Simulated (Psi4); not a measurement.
# One shape, several levels: triplet Si2H5OF

Wanted: a comparison of 5 runs (UHF/STO-3G, UHF/3-21G, U-wB97X-V/6-31G*, UDSD-PBEP86/6-31G*, UTPSSh/6-31G*) of triplet Si2H5OF. 

The results are computed with Psi4 1.11.

### 1 The structure to begin with

Si2H5OF: 9 atoms, total charge 0, spin state triplet. SMILES of the parent species: `O[SiH](F)[SiH3]`. The coordinates come from a PBE0-D4/def2-TZVP relaxation. This is one conformer, not always the lowest. That shape belongs to the parent species and isn't relaxed for this state.

Bond lengths: O1–Si2 1.636 Å, Si2–F3 1.603 Å, Si2–Si4 2.339 Å, O1–H5 0.959 Å, Si2–H6 1.488 Å, Si4–H7 1.487 Å, Si4–H8 1.487 Å, Si4–H9 1.486 Å. Some angles: O1–Si2–F3 110.2°, O1–Si2–Si4 106.9°, F3–Si2–Si4 109.3°, O1–Si2–H6 110.6°, F3–Si2–H6 105.0°, Si4–Si2–H6 114.9°, Si2–O1–H5 118.9°, Si2–Si4–H7 109.6°, Si2–Si4–H8 109.5°, Si2–Si4–H9 110.3°.

### 2 Energy and gradient at UHF/STO-3G (run 1)

File calc.inp:

```
memory 2200 MB

molecule geom {
  0 3
  O     -0.392500    -0.610800     1.768100
  Si    -0.831500    -0.160600     0.257700
  F     -1.775600     1.133800     0.319400
  Si     1.135000     0.371100    -0.891700
  H     -1.050500    -1.005600     2.343000
  H     -1.664600    -1.215400    -0.380600
  H      0.798700     0.860600    -2.255200
  H      1.981700    -0.845200    -1.013900
  H      1.887800     1.425600    -0.163800
  symmetry c1
  no_reorient
  no_com
}

set globals {
  basis         STO-3G
  reference     uhf
  puream        true
  e_convergence 1e-09
  d_convergence 1e-08
  scf_type      pk
  maxiter       100
}

energy_value = gradient('scf')
```

Started as:

```bash
psi4 calc.inp calc.out -n 1
```

calc.out:

```text
[...]
  Running in c1 symmetry.
[...]
  Nuclear repulsion =  227.836453995710258
[...]
  Multiplicity = 3
[...]
  Nalpha       = 26
  Nbeta        = 24
[...]
    Number of basis functions: 33
[...]
   @UHF iter   1:  -745.52520946431468   -2.52081e+00   1.09009e-02 DIIS/ADIIS
[...]
   @UHF iter  18:  -745.68873794735941   -7.95808e-13   2.93926e-09 DIIS
[...]
   @S^2 Observed:                2.007725809E+00
[...]
  @UHF Final Energy:  -745.68873794735941
   => Energetics <=
    Nuclear Repulsion Energy =            227.8364539957102579
    One-Electron Energy =               -1496.3709915282329348
    Two-Electron Energy =                 522.8457995851633768
    Total Energy =                       -745.6887379473594137
  UHF NO Occupations:
  HONO-2 :   24  A 1.9982932
  HONO-1 :   25  A 1.0000000
[...]
 Multipole Moments:
 ------------------------------------------------------------------------------------
     Multipole            Electronic (a.u.)      Nuclear  (a.u.)        Total (a.u.)
 ------------------------------------------------------------------------------------
 L = 1.  Multiply by 2.5417464519 to convert [e a0] to [Debye]
 Dipole X            :         24.1607926          -24.4120490           -0.2512564
 Dipole Y            :        -14.4572815           14.1442221           -0.3130593
 Dipole Z            :        -12.6543724           12.6099535           -0.0444189
 Magnitude           :                                                    0.4038675
[...]
  -Total Gradient:
     Atom            X                  Y                   Z
    ------   -----------------  -----------------  -----------------
       1       -0.027877769628    -0.012543103791    -0.007490807538
       2        0.184208885386     0.078823189118    -0.064482058629
       3        0.012917904788    -0.014123643827    -0.010135746915
       4       -0.208687412463    -0.061123215585     0.115377469719
       5        0.026189334474     0.012426155905    -0.013452615199
       6        0.002900632563    -0.005988717674    -0.013446112067
       7       -0.010236217524     0.009076479483    -0.024663306060
       8        0.013537968851    -0.024607609858    -0.000028130809
       9        0.007046673556     0.018060466230     0.018321307495
[...]
```

Wall time 1.3 s (1 thread of Intel Xeon 6975P-C (Granite Rapids), shared host); peak memory 0.18 GiB.

### 3 The energy at UHF/3-21G (run 2)

File fh5osi2.xyz:

```xyz
9
FH5OSi2
O     -0.392500    -0.610800     1.768100
Si    -0.831500    -0.160600     0.257700
F     -1.775600     1.133800     0.319400
Si     1.135000     0.371100    -0.891700
H     -1.050500    -1.005600     2.343000
H     -1.664600    -1.215400    -0.380600
H      0.798700     0.860600    -2.255200
H      1.981700    -0.845200    -1.013900
H      1.887800     1.425600    -0.163800
```

File run.py:

```python
import numpy as np
from ase.calculators.psi4 import Psi4
from ase.io import read

a = read('fh5osi2.xyz')
calc = Psi4(atoms=a, method='scf', basis='3-21G', memory='2200MB', num_threads=1, charge=0, multiplicity=3, label='psi4-calc', reference='uhf')
calc.psi4.set_options({'puream': True, 'e_convergence': 1e-09, 'd_convergence': 1e-08, 'scf_type': 'pk', 'maxiter': 100})
a.calc = calc

print(f'energy: {a.get_potential_energy():.6f} eV')
```

Started as:

```bash
python run.py
```

psi4-calc.dat:

```text
[...]
  Running in c1 symmetry.
[...]
  Nuclear repulsion =  227.836453995710258
[...]
  Multiplicity = 3
[...]
  Nalpha       = 26
  Nbeta        = 24
[...]
    Number of basis functions: 54
[...]
   @UHF iter   1:  -750.72978274460627   -6.55141e-01   8.60370e-03 DIIS/ADIIS
[...]
   @UHF iter  30:  -750.84039795635647   -7.50333e-12   9.84336e-09 DIIS
[...]
   @S^2 Observed:                2.010828500E+00
[...]
    Orbital Energies [Eh]
    ---------------------
    Alpha Occupied:
       1A    -68.428697     2A    -68.339603     3A    -26.147719
       4A    -20.475861     5A     -6.228379     6A     -6.154868
       7A     -4.330282     8A     -4.323628     9A     -4.321620
      10A     -4.257090    11A     -4.247561    12A     -4.247279
      13A     -1.583856    14A     -1.371590    15A     -0.848458
      16A     -0.755454    17A     -0.712494    18A     -0.672743
      19A     -0.651384    20A     -0.609029    21A     -0.546991
      22A     -0.538285    23A     -0.525087    24A     -0.519282
      25A     -0.478688    26A     -0.110465
    Alpha Virtual:
[...]
  @UHF Final Energy:  -750.84039795635647
   => Energetics <=
    Nuclear Repulsion Energy =            227.8364539957102579
    One-Electron Energy =               -1495.5525530151653584
    Two-Electron Energy =                 516.8757010630987452
    Total Energy =                       -750.8403979563564690
  UHF NO Occupations:
  HONO-2 :   24  A 1.9968735
  HONO-1 :   25  A 1.0000000
[...]
 Multipole Moments:
 ------------------------------------------------------------------------------------
     Multipole            Electronic (a.u.)      Nuclear  (a.u.)        Total (a.u.)
 ------------------------------------------------------------------------------------
 L = 1.  Multiply by 2.5417464519 to convert [e a0] to [Debye]
 Dipole X            :         -4.9582859            4.6783237           -0.2799622
 Dipole Y            :          1.5980232           -2.4658251           -0.8678020
 Dipole Z            :          2.3431493           -2.2829391            0.0602102
 Magnitude           :                                                    0.9138295
[...]
```

On the terminal:

```text
energy: -20431.407911 eV
```

It took 1.4 s on 1 thread of Intel Xeon 6975P-C (Granite Rapids), shared host; peak memory 0.2 GiB.

### 4 The energy at U-wB97X-V/6-31G(d) (spherical functions) (run 3)

File job.inp:

```
memory 2.2 GB

molecule geom {
  0 3
  O     -0.392500    -0.610800     1.768100
  Si    -0.831500    -0.160600     0.257700
  F     -1.775600     1.133800     0.319400
  Si     1.135000     0.371100    -0.891700
  H     -1.050500    -1.005600     2.343000
  H     -1.664600    -1.215400    -0.380600
  H      0.798700     0.860600    -2.255200
  H      1.981700    -0.845200    -1.013900
  H      1.887800     1.425600    -0.163800
  symmetry c1
}

set {
  basis 6-31G*
  reference uks
  puream true
  e_convergence 1e-09
  d_convergence 1e-08
  scf_type pk
  dft_radial_points 99
  dft_spherical_points 590
  maxiter 100
}

energy_value, wavefunction = energy("wb97x-v", return_wfn=True)
print_variables()
```

Started as:

```bash
psi4 job.inp job.out -n 1
```

job.out:

```text
[...]
  Running in c1 symmetry.
[...]
  Nuclear repulsion =  227.836453995710258
[...]
  Multiplicity = 3
[...]
  Nalpha       = 26
  Nbeta        = 24
[...]
    Number of basis functions: 74
[...]
   @UKS iter   1:  -756.54123689700577   -4.75697e-01   8.15861e-03 DIIS/ADIIS
[...]
   @UKS iter  37:  -756.69411054174884    1.12550e-11   7.86653e-09 DIIS
[...]
   @S^2 Observed:                2.004097127E+00
[...]
    Orbital Energies [Eh]
    ---------------------
    Alpha Occupied:
       1A    -66.219532     2A    -66.168079     3A    -24.771239
       4A    -19.244050     5A     -5.462864     6A     -5.423447
       7A     -3.816970     8A     -3.812812     9A     -3.810579
      10A     -3.778705    11A     -3.771077    12A     -3.769478
      13A     -1.317484    14A     -1.149579    15A     -0.744684
      16A     -0.672005    17A     -0.631970    18A     -0.582297
      19A     -0.563744    20A     -0.533503    21A     -0.484942
      22A     -0.478872    23A     -0.476205    24A     -0.453487
      25A     -0.438931    26A     -0.132393
    Alpha Virtual:
[...]
  @UKS Final Energy:  -756.69411054174884
   => Energetics <=
    Nuclear Repulsion Energy =            227.8364539957102579
    One-Electron Energy =               -1501.3099562631709887
    Two-Electron Energy =                 562.6346339780988046
    DFT Exchange-Correlation Energy =     -46.0601676896896919
    Empirical Dispersion Energy =           0.0000000000000000
    VV10 Nonlocal Energy =                  0.2049254373029377
    Total Energy =                       -756.6941105417488416
[...]
 Multipole Moments:
 ------------------------------------------------------------------------------------
     Multipole            Electronic (a.u.)      Nuclear  (a.u.)        Total (a.u.)
 ------------------------------------------------------------------------------------
 L = 1.  Multiply by 2.5417464519 to convert [e a0] to [Debye]
 Dipole X            :         -4.8057206            4.6783237           -0.1273970
 Dipole Y            :          1.9752152           -2.4658251           -0.4906100
 Dipole Z            :          2.2635976           -2.2829391           -0.0193416
 Magnitude           :                                                    0.5072497
[...]
```

It took 5.7 min on 1 thread of Intel Xeon 6975P-C (Granite Rapids), shared host; peak memory 1.2 GiB.

Run 4 isn't shown in full; the table further down has it.

### 5 The energy at UTPSSh/6-31G(d) (spherical functions) (run 5)

File calc.in:

```
memory 2200 MB

molecule molecule1 {
  0 3
  O
  Si 1 r2
  F 2 r3 1 a3
  Si 2 r4 3 a4 1 d4
  H 1 r5 2 a5 3 d5
  H 2 r6 3 a6 1 d6
  H 4 r7 2 a7 6 d7
  H 4 r8 7 a8 2 d8
  H 4 r9 8 a9 7 d9

  r2 = 1.636065
  r3 = 1.60331
  a3 = 110.15924
  r4 = 2.339006
  a4 = 109.29643
  d4 = -117.16473
  r5 = 0.958823
  a5 = 118.86173
  d5 = 71.48264
  r6 = 1.48798
  a6 = 105.01799
  d6 = 119.06696
  r7 = 1.487226
  a7 = 109.58651
  d7 = 59.96519
  r8 = 1.487017
  a8 = 108.82201
  d8 = 119.66221
  r9 = 1.486108
  a9 = 109.40302
  d9 = -119.32438
  units angstrom
  symmetry c1
}

set {
  basis 6-31G*
  reference uks
  puream true
  e_convergence 1e-09
  d_convergence 1e-08
  scf_type pk
  dft_radial_points 99
  dft_spherical_points 590
  maxiter 100
}

E, wfn = energy("tpssh", return_wfn=True)
oeprop(wfn, "WIBERG_LOWDIN_INDICES", "MULLIKEN_CHARGES", "DIPOLE")
```

Started as:

```bash
psi4 -i calc.in -o calc.out -n 1
```

calc.out:

```text
[...]
  Running in c1 symmetry.
[...]
  Nuclear repulsion =  227.836446127082496
[...]
  Multiplicity = 3
[...]
  Nalpha       = 26
  Nbeta        = 24
[...]
    Number of basis functions: 74
[...]
   @UKS iter   1:  -756.69855629346853   -1.61974e-01   9.59432e-03 ADIIS/DIIS
[...]
   @UKS iter  27:  -756.90015635377472    1.04592e-11   3.32074e-09 DIIS
[...]
   @S^2 Observed:                2.003535523E+00
[...]
  @UKS Final Energy:  -756.90015635377472
   => Energetics <=
    Nuclear Repulsion Energy =            227.8364461270824961
    One-Electron Energy =               -1501.5750228120236898
    Two-Electron Energy =                 573.6127170190678726
    DFT Exchange-Correlation Energy =     -56.7742966879015114
    Empirical Dispersion Energy =           0.0000000000000000
    VV10 Nonlocal Energy =                  0.0000000000000000
    Total Energy =                       -756.9001563537747188
[...]
 Multipole Moments:
 ------------------------------------------------------------------------------------
     Multipole            Electronic (a.u.)      Nuclear  (a.u.)        Total (a.u.)
 ------------------------------------------------------------------------------------
 L = 1.  Multiply by 2.5417464519 to convert [e a0] to [Debye]
 Dipole X            :         -2.9180704            2.4448760           -0.4731944
 Dipole Y            :         -4.9252163            5.2126018            0.2873855
 Dipole Z            :         -0.3240302            0.1737424           -0.1502878
 Magnitude           :                                                    0.5736635
[...]
  Mulliken Charges: (a.u.)
   Center  Symbol    Alpha    Beta     Spin     Total
       1     O     4.33454  4.31240  0.02214 -0.64693
       2    SI     7.09570  6.32133  0.77437  0.58297
       3     F     4.70284  4.61023  0.09261 -0.31308
       4    SI     7.28859  6.60154  0.68705  0.10987
       5     H     0.30741  0.26310  0.04431  0.42949
       6     H     0.59280  0.43584  0.15697 -0.02864
       7     H     0.58476  0.47390  0.11087 -0.05866
       8     H     0.58591  0.47101  0.11490 -0.05692
       9     H     0.50744  0.51066 -0.00322 -0.01811
   Total alpha = 26.00000, Total beta = 24.00000, Total charge = -0.00000
[...]
```

Wall time 78 s (1 thread of Intel Xeon 6975P-C (Granite Rapids), shared host); peak memory 1.3 GiB.

### 6 All runs side by side

```tsv
run	level	task	integration grid	energy (Eh)	dipole moment (D)	HOMO energy (eV)	⟨S²⟩	wall time
1	UHF/STO-3G	gradient	–	-745.688738	1.03	0.35	2.008	1.3 s
2	UHF/3-21G	energy	–	-750.840398	2.32	-3.01	2.011	1.4 s
3	U-wB97X-V/6-31G* (spherical functions)	energy	99 radial × 590 angular	-756.694111	1.29	-3.60	2.004	5.7 min
4	UDSD-PBEP86/6-31G* (density fitting for correlation, spherical functions)	energy	99 radial × 590 angular	-755.933373	–	-3.09	2.006	25 s
5	UTPSSh/6-31G* (spherical functions)	energy	99 radial × 590 angular	-756.900156	1.46	-1.56	2.004	78 s
```

### 7 Results

| quantity | value |
| --- | --- |
| run 5: total energy | -756.90016 Eh |
| run 5: dipole moment | 1.46 D |
| run 5: HOMO energy (highest over α and β) | -1.56 eV |
| run 5: ⟨S²⟩ | 2.004 |

**Reading.** Over runs 1, 2, 3, 5 the dipole moment (its size) runs from 1.03 D (UHF/STO-3G) to 2.32 D (UHF/3-21G). Totals of different functionals can't be ranked against each other. In run 1 the basis is minimal, so the values are rough. All runs together took 7.5 min, the longest 5.7 min.
